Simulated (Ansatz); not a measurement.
# CH4B2O: molecular dynamics

Purpose: to follow the molecule's vibrations and see whether its bonds hold. The start is relaxed first. Runs: 500 steps of 0.5 fs at constant energy, with velocities drawn for 300 K. SMILES of the start: CBB=O.

Method: RKS BLYP/STO-3G, in Ansatz 0.2.0.

## (1) The system as given

Bond lengths: C1–B2 1.572 Å, B2–B3 1.642 Å, B3–O4 1.193 Å, C1–H5 1.087 Å, C1–H6 1.090 Å, C1–H7 1.091 Å, B2–H8 1.174 Å. Angles: C1–B2–B3 121.0°, C1–B2–H8 118.3°, B3–B2–H8 120.7°, B2–C1–H5 115.1°, B2–C1–H6 110.9°, B2–C1–H7 109.8°, H5–C1–H6 108.0°, H5–C1–H7 107.7°, H6–C1–H7 104.7°, B2–B3–O4 179.4°.

Coordinates:

```xyz
8

C     0.1308    0.9028   -0.5336
B    -0.5527   -0.2052    0.3467
B     0.2399   -1.5932    0.7247
O     0.8062   -2.6052    1.0055
H    -0.4911    1.7664   -0.7534
H     0.4769    0.4878   -1.4808
H     1.0355    1.2615   -0.0406
H    -1.6454   -0.0148    0.7314
```

## (2) Relaxing the start

Contents of input.yaml:

```yaml
crystal:
  periodic: [false, false, false]
  atoms:
    - { symbol: C, position_ang: [0.13078, 0.90279, -0.53358] }
    - { symbol: B, position_ang: [-0.5527, -0.2052, 0.34674] }
    - { symbol: B, position_ang: [0.2399, -1.59321, 0.72468] }
    - { symbol: O, position_ang: [0.80617, -2.60523, 1.00551] }
    - { symbol: H, position_ang: [-0.4911, 1.7664, -0.75343] }
    - { symbol: H, position_ang: [0.4769, 0.48778, -1.48075] }
    - { symbol: H, position_ang: [1.03547, 1.2615, -0.04055] }
    - { symbol: H, position_ang: [-1.64541, -0.01483, 0.73139] }
basis:
  gaussian: { orbitals: STO-3G }
hamiltonian:
  xc: blyp
relax:
  f_tol: 0.02
  max_steps: 40
```

The run is started by

```bash
ansatz run input.yaml --threads 1 --pin off --max-ram 2048MiB --backend cpu --events-out ev --progress --plain --runs-dir out
```

What it wrote (excerpt; [...] marks lines left out):

```text
Warning: RAYON_NUM_THREADS=1 ignored (pool sized by the plan → 1); use --threads N
[...]
Functional definition: BLYP
[...]
355 factors; integrals over basis functions are off by at most 2.3e-5 eV
[...]
mean field -4442.32126297 eV, -163.2522953006 hartree, gradient 5.3e-6 eV, S^2 0.000000; 0 other end points of the search recorded, 0 dependent functions left out
[...]
reference -4442.32147944 eV, -163.2523032559 hartree; 14, 14 occupied and 10, 10 virtual orbitals, 355 factors
relax step   1: F+E_penalty+E_count = -4442.32126297 eV  Δ(F+E_penalty+E_count) = +0.000e0 eV  max|allowed force component| = 3.348e0 eV/Å  Δτ_max = 0.0000 Å  (23 SCF iters, accepted)
[...]
relax step   4: F+E_penalty+E_count = -4442.43064129 eV  Δ(F+E_penalty+E_count) = -1.290e-4 eV  max|allowed force component| = 2.832e-2 eV/Å  Δτ_max = 0.0072 Å  (20 SCF iters, accepted)
[...]
relax step   7: F+E_penalty+E_count = -4442.43162428 eV  Δ(F+E_penalty+E_count) = -2.113e-4 eV  max|allowed force component| = 3.160e-2 eV/Å  Δτ_max = 0.0161 Å  (26 SCF iters, accepted)
[...]
relax step  10: F+E_penalty+E_count = -4442.43017124 eV  Δ(F+E_penalty+E_count) = +2.482e-3 eV  max|allowed force component| = 3.116e-1 eV/Å  Δτ_max = 0.1338 Å  (26 SCF iters, rejected (line search))
[...]
relax step  11: F+E_penalty+E_count = -4442.43562584 eV  Δ(F+E_penalty+E_count) = -2.973e-3 eV  max|allowed force component| = 2.045e-2 eV/Å  Δτ_max = 0.0664 Å  (24 SCF iters, accepted)
[...]
relax step  12: F+E_penalty+E_count = -4442.43750172 eV  Δ(F+E_penalty+E_count) = -1.876e-3 eV  max|allowed force component| = 1.312e-1 eV/Å  Δτ_max = 0.0976 Å  (26 SCF iters, accepted)
```

## (3) More of the same log: start relaxed

The log, continued (excerpt; [...] marks lines left out):

```text
[...]
355 factors; integrals over basis functions are off by at most 2.5e-5 eV
[...]
mean field -4442.43590455 eV, -163.2565083008 hartree, gradient 7.5e-6 eV, S^2 0.000000; 0 other end points of the search recorded, 0 dependent functions left out
[...]
reference -4442.43612216 eV, -163.2565162981 hartree; 14, 14 occupied and 10, 10 virtual orbitals, 355 factors
relax step  13: F+E_penalty+E_count = -4442.43590455 eV  Δ(F+E_penalty+E_count) = +1.597e-3 eV  max|allowed force component| = 1.850e-1 eV/Å  Δτ_max = 0.0444 Å  (25 SCF iters, rejected (line search))
[...]
relax step  19: F+E_penalty+E_count = -4442.44139462 eV  Δ(F+E_penalty+E_count) = -1.312e-4 eV  max|allowed force component| = 3.994e-2 eV/Å  Δτ_max = 0.0043 Å  (19 SCF iters, accepted)
[...]
reference -4442.44185672 eV, -163.2567270393 hartree; 14, 14 occupied and 10, 10 virtual orbitals, 355 factors
Total energy: -4442.44185672 eV, -163.2567270393 hartree
Atom 0 at     0.143805     0.891805    -0.576465 Å, force     0.001509    -0.001044     0.000560 eV/Å
Atom 1 at    -0.464393    -0.171182     0.423390 Å, force    -0.001643     0.004336     0.001133 eV/Å
Atom 2 at     0.168063    -1.675206     0.649612 Å, force    -0.000506     0.000279    -0.002824 eV/Å
Atom 3 at     0.639896    -2.801489     0.819412 Å, force    -0.000352    -0.000075     0.000417 eV/Å
Atom 4 at    -0.642524     1.486505    -1.086085 Å, force    -0.000690    -0.002637    -0.000304 eV/Å
Atom 5 at     0.840273     0.486750    -1.334774 Å, force     0.001391    -0.000270    -0.000715 eV/Å
Atom 6 at     0.719827     1.624466     0.039096 Å, force    -0.000557     0.001039     0.000510 eV/Å
Atom 7 at    -1.404937     0.158351     1.065825 Å, force     0.000849    -0.001628     0.001222 eV/Å
Dipole moment:    -0.033387     0.295936    -0.086294 e Å
```

It took 20 s on 1 thread of Arm Neoverse V2, shared host; peak memory 0.11 GiB.

Step by step:

| step | energy from step 1 (eV) | largest force component (eV/Å) |
| --- | --- | --- |
| 1 | 0.0000 | 3.3478 |
| 2 | -0.1081 | 0.1644 |
| 3 | -0.1092 | 0.0476 |
| 4 | -0.1094 | 0.0283 |
| 5 | -0.1100 | 0.0164 |
| 6 | -0.1102 | 0.0112 |
| 7 | -0.1104 | 0.0316 |
| 8 | -0.1108 | 0.0873 |
| 9 | -0.1114 | 0.0910 |
| 10x | -0.1089 | 0.3116 |
| 11 | -0.1144 | 0.0205 |
| 12 | -0.1162 | 0.1312 |
| 13x | -0.1146 | 0.1850 |
| 14 | -0.1177 | 0.0567 |
| 15 | -0.1190 | 0.0094 |
| 16x | -0.1181 | 0.1967 |
| 17 | -0.1198 | 0.0201 |
| 18 | -0.1200 | 0.0688 |
| 19 | -0.1201 | 0.0399 |
| 20 | -0.1204 | 0.0043 |

Step 1 is the start. 3 steps were tried and not accepted (marked x).

After: Bond lengths: C1–B2 1.581 Å, B2–B3 1.647 Å, B3–O4 1.233 Å, C1–H5 1.110 Å, C1–H6 1.106 Å, C1–H7 1.117 Å, B2–H8 1.186 Å. Angles: C1–B2–B3 123.6°, C1–B2–H8 117.4°, B3–B2–H8 118.9°, B2–C1–H5 112.2°, B2–C1–H6 115.4°, B2–C1–H7 106.9°, H5–C1–H6 109.1°, H5–C1–H7 105.5°, H6–C1–H7 107.1°, B2–B3–O4 179.9°.

## (4) The run

500 steps of 0.5 fs at constant energy, with velocities drawn for 300 K, from the relaxed start.

Contents of input.yaml:

```yaml
crystal:
  periodic: [false, false, false]
  atoms:
    - { symbol: C, position_ang: [0.143805, 0.891805, -0.576465] }
    - { symbol: B, position_ang: [-0.464393, -0.171182, 0.42339] }
    - { symbol: B, position_ang: [0.168063, -1.675206, 0.649612] }
    - { symbol: O, position_ang: [0.639896, -2.801489, 0.819412] }
    - { symbol: H, position_ang: [-0.642524, 1.486505, -1.086085] }
    - { symbol: H, position_ang: [0.840273, 0.48675, -1.334774] }
    - { symbol: H, position_ang: [0.719827, 1.624466, 0.039096] }
    - { symbol: H, position_ang: [-1.404937, 0.158351, 1.065825] }
basis:
  gaussian: { orbitals: STO-3G }
hamiltonian:
  xc: blyp
md:
  timestep: 0.5
  n_steps: 500
  ensemble: nve
  temperature: 300.0
  initial_velocities: maxwell_boltzmann
  seed: 904601
```

The run is started by

```bash
ansatz run input.yaml --threads 1 --pin off --max-ram 2048MiB --backend cpu --events-out ev --progress --plain --runs-dir out
```

What it wrote (excerpt; [...] marks lines left out):

```text
Warning: RAYON_NUM_THREADS=1 ignored (pool sized by the plan → 1); use --threads N
[...]
[... 1 set-up line as earlier in the session ...]
[...]
355 factors; integrals over basis functions are off by at most 2.4e-5 eV
[...]
mean field -4442.44161333 eV, -163.2567180947 hartree, gradient 1.2e-5 eV, S^2 0.000000; 0 other end points of the search recorded, 0 dependent functions left out
[...]
reference -4442.44183170 eV, -163.2567261199 hartree; 14, 14 occupied and 10, 10 virtual orbitals, 355 factors
md step     0: t =     0.00 fs  T =   300.0 K  F+E_penalty+E_count = -4442.44161333 eV  E_kin = 0.232668 eV  conserved = -4442.20894533 eV  (23 SCF iters)
[...]
md step    20: t =    10.00 fs  T =   167.6 K  F+E_penalty+E_count = -4442.33859462 eV  E_kin = 0.129957 eV  conserved = -4442.20863771 eV  (27 SCF iters)
[...]
md step    40: t =    20.00 fs  T =   185.6 K  F+E_penalty+E_count = -4442.35250901 eV  E_kin = 0.143966 eV  conserved = -4442.20854317 eV  (26 SCF iters)
[...]
md step    60: t =    30.00 fs  T =   255.3 K  F+E_penalty+E_count = -4442.40664770 eV  E_kin = 0.198024 eV  conserved = -4442.20862385 eV  (27 SCF iters)
[...]
md step    80: t =    40.00 fs  T =   146.5 K  F+E_penalty+E_count = -4442.32188740 eV  E_kin = 0.113617 eV  conserved = -4442.20827021 eV  (27 SCF iters)
md step    81: t =    40.50 fs  T =   158.7 K  F+E_penalty+E_count = -4442.33140558 eV  E_kin = 0.123066 eV  conserved = -4442.20833968 eV  (27 SCF iters)
```

## (5) The output, continued: dynamics from the start

Output, continued (excerpt; [...] marks lines left out):

```text
md step    82: t =    41.00 fs  T =   160.9 K  F+E_penalty+E_count = -4442.33294511 eV  E_kin = 0.124789 eV  conserved = -4442.20815570 eV  (27 SCF iters)
[...]
md step   108: t =    54.00 fs  T =    96.6 K  F+E_penalty+E_count = -4442.28268937 eV  E_kin = 0.074942 eV  conserved = -4442.20774785 eV  (27 SCF iters)
[...]
md step   134: t =    67.00 fs  T =   111.3 K  F+E_penalty+E_count = -4442.29386223 eV  E_kin = 0.086295 eV  conserved = -4442.20756731 eV  (27 SCF iters)
[...]
md step   160: t =    80.00 fs  T =   163.4 K  F+E_penalty+E_count = -4442.33466565 eV  E_kin = 0.126701 eV  conserved = -4442.20796434 eV  (27 SCF iters)
[...]
md step   185: t =    92.50 fs  T =   195.9 K  F+E_penalty+E_count = -4442.35975198 eV  E_kin = 0.151921 eV  conserved = -4442.20783048 eV  (26 SCF iters)
md step   186: t =    93.00 fs  T =   165.8 K  F+E_penalty+E_count = -4442.33586041 eV  E_kin = 0.128568 eV  conserved = -4442.20729273 eV  (27 SCF iters)
```

## (6) More of the same log: dynamics from the start

Output, continued (excerpt; [...] marks lines left out):

```text
md step   187: t =    93.50 fs  T =   146.3 K  F+E_penalty+E_count = -4442.32047899 eV  E_kin = 0.113456 eV  conserved = -4442.20702255 eV  (19 SCF iters)
[...]
md step   208: t =   104.00 fs  T =   155.1 K  F+E_penalty+E_count = -4442.32740265 eV  E_kin = 0.120296 eV  conserved = -4442.20710638 eV  (24 SCF iters)
[...]
md step   229: t =   114.50 fs  T =    86.9 K  F+E_penalty+E_count = -4442.27447421 eV  E_kin = 0.067373 eV  conserved = -4442.20710082 eV  (20 SCF iters)
[...]
md step   250: t =   125.00 fs  T =   158.4 K  F+E_penalty+E_count = -4442.33046948 eV  E_kin = 0.122814 eV  conserved = -4442.20765563 eV  (20 SCF iters)
[...]
md step   499: t =   249.50 fs  T =   176.9 K  F+E_penalty+E_count = -4442.34514181 eV  E_kin = 0.137196 eV  conserved = -4442.20794610 eV  (24 SCF iters)
[...]
md step   500: t =   250.00 fs  T =   197.0 K  F+E_penalty+E_count = -4442.36121227 eV  E_kin = 0.152820 eV  conserved = -4442.20839181 eV  (24 SCF iters)
Total energy: -4442.36142912 eV, -163.2537713795 hartree
Atom 0 at     0.048619     0.936691    -0.638596 Å, force     1.003903    -0.588168    -0.039848 eV/Å
Atom 1 at    -0.162990    -0.077638     0.584236 Å, force    -0.453564    -0.155242    -0.809218 eV/Å
Atom 2 at     0.184972    -1.711733     0.616540 Å, force     0.268686     0.425838     0.313544 eV/Å
Atom 3 at     0.500527    -2.895568     0.777853 Å, force    -0.153009     0.187232    -0.191728 eV/Å
Atom 4 at     0.754804     0.633173    -1.472194 Å, force    -0.677126     0.119685     0.744053 eV/Å
Atom 5 at     0.387942     1.905364    -0.227481 Å, force     0.170108     0.247778    -0.024783 eV/Å
Atom 6 at    -0.940986     1.160882    -1.078848 Å, force    -0.314279    -0.091368    -0.170974 eV/Å
Atom 7 at    -0.756480     0.403563     1.492266 Å, force     0.155281    -0.145756     0.178953 eV/Å
Dipole moment:    -0.046571     0.295127    -0.099352 e Å
```

It took 6.5 min on 1 thread of Arm Neoverse V2, shared host; peak memory 0.077 GiB.

## (7) What the atoms did

One step in 26; energies are changes from step 0:

| time (fs) | T (K) | potential energy change (meV/atom) | total energy change (meV/atom) |
| --- | --- | --- | --- |
| 0.0 | 300 | 0.0 | 0.00 |
| 13.0 | 149 | 14.9 | 0.22 |
| 26.0 | 170 | 12.7 | 0.10 |
| 39.0 | 102 | 19.4 | 0.17 |
| 52.0 | 86 | 20.9 | 0.19 |
| 65.0 | 175 | 12.2 | 0.09 |
| 78.0 | 165 | 13.3 | 0.19 |
| 91.0 | 250 | 4.9 | 0.04 |
| 104.0 | 155 | 14.3 | 0.23 |
| 117.0 | 174 | 12.2 | 0.08 |
| 130.0 | 77 | 21.8 | 0.17 |
| 143.0 | 118 | 17.8 | 0.17 |
| 156.0 | 234 | 6.4 | 0.03 |
| 169.0 | 146 | 15.2 | 0.25 |
| 182.0 | 161 | 13.6 | 0.07 |
| 195.0 | 122 | 17.4 | 0.15 |
| 208.0 | 161 | 13.7 | 0.19 |
| 221.0 | 235 | 6.4 | 0.06 |
| 234.0 | 165 | 13.3 | 0.17 |
| 247.0 | 158 | 14.0 | 0.17 |
| 250.0 | 197 | 10.1 | 0.07 |

time (fs), T (K) and a bar:
```
      0.0        300 ##############################
     11.0        168 #############
     21.5        119 #######
     32.5        161 ############
     43.5        184 ###############
     54.5        117 #######
     65.0        175 ##############
     76.0        237 ######################
     87.0        162 #############
     98.0         96 ####
    108.5        153 ###########
    119.5        155 ############
    130.5        100 #####
    141.5        200 #################
    152.0        190 ################
    163.0         64 
    174.0        148 ###########
    185.0        179 ###############
    195.5        141 ##########
    206.5        231 #####################
    217.5        170 #############
    228.5        114 ######
    239.0        146 ##########
    250.0        197 #################
```

Maxima of the velocity power spectrum (cm⁻¹, relative height; resolution about 270 cm⁻¹): 600 (9), 1030 (100), 3340 (73).

## (8) Positions and forces

Extended XYZ, with forces in eV/Å:

```xyz
8
time_fs=31.0 T=234 dE=0.0515
C     0.121    0.936   -0.587    1.178   -0.800    0.570
B    -0.404   -0.169    0.438    0.568    0.035   -0.336
B     0.184   -1.696    0.604    0.009   -0.088    0.077
O     0.608   -2.829    0.845    0.007    0.040   -0.117
H    -0.678    1.216   -1.265   -0.839    0.319   -0.699
H     1.023    0.659   -1.203   -0.627    0.120    0.449
H     0.357    1.847   -0.001    0.075    0.174   -0.049
H    -1.230    0.150    1.208   -0.371    0.200    0.104
8
time_fs=62.5 T=176 dE=0.0981
C     0.118    0.941   -0.597    1.539    0.227    1.341
B    -0.368   -0.153    0.476    0.296    0.425   -0.234
B     0.216   -1.682    0.649    0.062   -0.165   -0.063
O     0.577   -2.851    0.811    0.021    0.148   -0.032
H    -0.619    0.899   -1.373   -1.247   -0.109   -1.485
H     1.128    0.809   -1.093   -0.818   -0.120    0.575
H     0.051    1.998   -0.218    0.086   -0.554    0.023
H    -1.286    0.126    1.180    0.060    0.148   -0.125
8
time_fs=94.0 T=143 dE=0.1238
C     0.128    0.884   -0.607    0.421    0.854    2.238
B    -0.388   -0.140    0.544    0.364    1.139   -0.260
B     0.223   -1.645    0.670   -0.181   -0.364    0.007
O     0.568   -2.824    0.756    0.194   -0.119    0.018
H    -0.405    0.578   -1.482   -0.972   -0.375   -1.704
H     1.212    0.798   -0.868   -0.325   -0.023    0.252
H    -0.127    1.977   -0.414    0.256   -1.098   -0.160
H    -1.252    0.189    1.310    0.244   -0.015   -0.391
8
time_fs=125.0 T=158 dE=0.1111
C     0.136    0.832   -0.621   -0.391    1.079    1.865
B    -0.396   -0.115    0.587    0.629    0.917   -0.287
B     0.129   -1.657    0.699    0.066   -0.209   -0.278
O     0.607   -2.791    0.710   -0.006   -0.180    0.120
H    -0.162    0.422   -1.565   -0.448   -0.692   -1.493
H     1.248    0.850   -0.646   -0.019   -0.032    0.119
H    -0.233    1.904   -0.590    0.324   -0.955    0.128
H    -1.046    0.336    1.470   -0.156    0.072   -0.174
8
time_fs=156.0 T=234 dE=0.0516
C     0.126    0.796   -0.610   -0.022    0.468    0.518
B    -0.375   -0.084    0.623    0.488    0.039   -0.561
B     0.127   -1.646    0.667    0.086   -0.101    0.174
O     0.599   -2.784    0.698   -0.053   -0.109   -0.018
H     0.041    0.229   -1.543   -0.106   -0.288   -0.582
H     1.224    1.000   -0.515   -0.196   -0.073    0.173
H    -0.373    1.780   -0.750    0.018   -0.180    0.146
H    -1.024    0.356    1.496   -0.215    0.242    0.149
8
time_fs=187.5 T=221 dE=0.0624
C     0.087    0.842   -0.634    1.030   -1.533   -0.149
B    -0.320   -0.085    0.584   -0.075   -0.229    0.119
B     0.188   -1.652    0.725    0.026   -0.002   -0.377
O     0.554   -2.830    0.697   -0.032    0.097    0.175
H     0.303    0.305   -1.611   -0.198    0.506    0.880
H     1.054    1.286   -0.283    0.034    0.072   -0.212
H    -0.591    1.661   -0.788   -0.824    1.008   -0.336
H    -0.975    0.374    1.462    0.039    0.080   -0.100
8
time_fs=219.0 T=186 dE=0.0900
C     0.063    0.877   -0.622    1.627   -0.768   -0.923
B    -0.236   -0.082    0.583   -0.612   -0.511   -0.034
B     0.215   -1.670    0.629    0.080    0.014    0.376
O     0.511   -2.861    0.755    0.000    0.084   -0.148
H     0.550    0.441   -1.567   -0.648    0.382    1.319
H     0.755    1.654   -0.234    0.219    0.230    0.011
H    -0.822    1.424   -0.910   -1.067    0.615   -0.381
H    -0.929    0.337    1.468    0.400   -0.045   -0.218
8
time_fs=250.0 T=197 dE=0.0804
C     0.049    0.937   -0.639    1.004   -0.588   -0.040
B    -0.163   -0.078    0.584   -0.454   -0.155   -0.809
B     0.185   -1.712    0.617    0.269    0.426    0.314
O     0.500   -2.896    0.778   -0.153    0.187   -0.192
H     0.755    0.633   -1.472   -0.677    0.120    0.744
H     0.388    1.905   -0.228    0.170    0.248   -0.025
H    -0.941    1.161   -1.079   -0.314   -0.091   -0.171
H    -0.756    0.404    1.492    0.155   -0.146    0.179
```

## (9) Results

```
                          quantity                         value
           relaxation of the start      16 moves, 0.120 eV lower
                            length           500 steps of 0.5 fs
  temperature, first and last step                 300 and 197 K
          temperature, second half  mean 158 K, from 47 to 266 K
     potential energy, second half   +14 meV/atom from the start
largest change of the total energy                 0.27 meV/atom
            bonds formed or broken                             0
```

The temperature starts at 300 K and averages 158 K in the second half, where it ranges from 47 to 266 K; a mean near half the start is what vibrations about a minimum give, since they share energy equally between motion and strain. The total energy strays from its start by at most 0.27 meV/atom, 1.8 % of the mean kinetic energy, so a step of 0.5 fs is short enough over this time. The bonds all hold. Averages from a run of 250 fs with 8 atoms are rough. The nuclei move classically, without zero-point motion, which matters most for hydrogen. In so small a basis the energies are only a sketch.
